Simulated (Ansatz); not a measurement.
# HfOs: a tetragonal deformation path

The task here is to estimate one member of a computed series from the others.

Computed with Ansatz 0.2.0 (DFT PBEsol, scalar-relativistic, plane waves, PAW, unless a step's input says otherwise).

## The structure to begin with

The structure is cubic, space group Pm-3m (No. 221). Conventional cell: a = 3.239 Å, b = 3.239 Å, c = 3.239 Å, α = 90.00°, β = 90.00°, γ = 90.00°. Around Hf (site symmetry m-3m) lie 8 Os at 2.81 Å. Os (site symmetry m-3m) is surrounded by 8 Hf at 2.81 Å.

Coordinates:

```cif
data_structure
_symmetry_space_group_name_H-M 'Pm-3m'
_symmetry_Int_Tables_number 221
_cell_length_a 3.2390
_cell_length_b 3.2390
_cell_length_c 3.2390
_cell_angle_alpha 90.000
_cell_angle_beta 90.000
_cell_angle_gamma 90.000
_cell_volume 33.98
loop_
_atom_site_label
_atom_site_type_symbol
_atom_site_symmetry_multiplicity
_atom_site_Wyckoff_symbol
_atom_site_fract_x
_atom_site_fract_y
_atom_site_fract_z
_atom_site_occupancy
Hf1 Hf 1 a 0.00000 0.00000 0.00000 1
Os1 Os 1 b 0.50000 0.50000 0.50000 1
```

The cell is taken as given, not relaxed at this level.

The first run:

Input file input.yaml:

```yaml
crystal:
  lattice:
    - [3.239, 0.0, 0.0]
    - [0.0, 3.239, 0.0]
    - [0.0, 0.0, 3.239]
  atoms:
    - { symbol: Hf, position: [0.0, 0.0, 0.0] }
    - { symbol: Os, position: [0.5, 0.5, 0.5] }
basis:
  ecutwfc: 420
kpoints:
  mp_grid: { grid: [16, 16, 16] }
hamiltonian:
  xc: pbesol
scf:
  occupations: { method: gaussian, width: 0.15 }
output:
  forces: true
  stress: true
  eigenvalues: true
```

Started as:

```sh
> ansatz run input.yaml --threads 1 --pin off --max-ram 1228MiB --backend cpu --events-out ev --progress --plain --runs-dir out
```

Among the steps run: Zero of the scan; ρ = 0.707; At ρ = 1.414; ρ = 0.850; At ρ = 1.200; At ρ = 0.780; At ρ = 1.300; At ρ = 0.920; At ρ = 1.100.

One table of the session follows, with a row left open; its other results are not shown here.

It belongs to the step «The scan collected». The scan, with free energies counted from the undisturbed cell:

```
    ρ  ΔE (meV/atom)  pressure (GPa)
0.707          819.7             7.4
0.780          564.5             2.8
0.850          273.1            -0.6
0.920              ?               ?
1.000            0.0            -3.2
1.100           77.8            -2.6
1.200          224.0            -1.7
1.300          380.9            -1.2
1.414          558.4            -1.0
```

Estimate the missing values for ρ = 0.920.

Worked estimate for «ΔE (meV/atom)». A straight line through the neighbours (0.850, 273.1) and (1.000, 0.0) gives 273.1 + (0.0 − 273.1) × (0.920 − 0.850) / (1.000 − 0.850) = 145.7; a parabola fitted to 4 rows on both sides gives 87.1.

The run gave: ΔE (meV/atom): 72.7; pressure (GPa): -2.6. In «ΔE (meV/atom)» the line misses by +73.0 and the parabola by +14.4.
